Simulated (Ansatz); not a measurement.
**CrO2 (P4_2/mnm): equation of state**

How stiff is CrO2 (P4_2/mnm)? Energies and pressures are computed at volumes on both sides of the relaxed cell and fitted.

Computed with Ansatz 0.2.0 (DFT PBE+U (U_eff = 3.7 eV on Cr 3d), scalar-relativistic, plane waves, PAW, unless a step's input says otherwise).

## (1) The starting structure

Symmetry: P4_2/mnm, No. 136, tetragonal system. The conventional cell has a = 4.479 Å, b = 4.479 Å, c = 2.973 Å, α = 90.00°, β = 90.00°, γ = 90.00°. Cr (site symmetry mmm) has 6 O at 1.92 to 1.94 Å as nearest neighbours. O (site symmetry m2m) is surrounded by 3 Cr at 1.92 to 1.94 Å.

Structure file:

```
CELL_PARAMETERS angstrom
4.47867 0.00000 0.00000
0.00000 4.47867 0.00000
0.00000 0.00000 2.97270
ATOMIC_POSITIONS crystal
Cr 0.00000 0.00000 0.00000
Cr 0.50000 0.50000 0.50000
O 0.30318 0.30318 0.00000
O 0.19682 0.80318 0.50000
O 0.69682 0.69682 0.00000
O 0.80318 0.19682 0.50000
```

This cell comes from an earlier session at PBE+U (U_eff = 3.7 eV on Cr 3d): 9.938 Å³/atom at -0.04 GPa, on a 6×6×8 mesh.

Volume factors to run: 0.980, 1.020, 0.960, 1.040.

## (2) At 0.980 of the relaxed volume

input.yaml

```yaml
crystal:
  lattice:
    - [4.4486066329, 0.0, 0.0]
    - [0.0, 4.4486066329, 0.0]
    - [0.0, 0.0, 2.9527480649]
  atoms:
    - { symbol: Cr, position: [0.0, 0.0, 0.0], spin: 2.29 }
    - { symbol: Cr, position: [0.5, 0.5, 0.5], spin: 2.29 }
    - { symbol: O, position: [0.3031768207, 0.3031768207, 0.0] }
    - { symbol: O, position: [0.1968231793, 0.8031768207, 0.5] }
    - { symbol: O, position: [0.6968231793, 0.6968231793, 0.0] }
    - { symbol: O, position: [0.8031768207, 0.1968231793, 0.5] }
basis:
  ecutwfc: 420
  ecutrho_ratio: 4
kpoints:
  mp_grid: { grid: [6, 6, 8] }
hamiltonian:
  xc: pbe
  hubbard:
    sites:
      - { species: Cr, l: d, u_eff: 3.7, starting_ns: start.occupation_matrices }
    ns_hold: { iters: 6 }
scf:
  occupations: { method: gaussian, width: 0.05 }
  lower_state_search: "off"
output:
  forces: true
  stress: true
  eigenvalues: true
  populations: true
magnetization:
  spin_polarized: true
relax:
  f_tol: 0.01
  max_steps: 40
  cell: { stress_tol: 0.1, fix: [volume] }
```

The open shells start from the occupation matrices of the run at the neighbouring geometry (file start.occupation_matrices).

On the command line:

```bash
ansatz run input.yaml --threads 4 --pin off --max-ram 10240MiB --backend cpu --events-out ev --progress --plain --runs-dir out
```

Further steps of the session: Scaling the volume by 1.020; At 0.960 of the relaxed volume; Scaling the volume by 1.040.

What does the calculation give? Wanted: V0; B0; B0′; scatter of the fit.

As calculated:

```
          quantity           value
                V0   9.935 Å³/atom
                B0         191 GPa
               B0′             5.5
scatter of the fit  0.008 meV/atom
```

What this shows: A third-order Birch–Murnaghan fit puts the minimum at 9.94 Å³/atom with a bulk modulus of 191 GPa. One per cent of compression takes about 1.9 GPa. The moment on atom 1 grows from 2.01 to 2.16 μB on expansion. These are values at 0 K without zero-point motion. With a Hubbard U or exact exchange the result depends on the state in which the open shell ends, and a lower one can't be excluded.
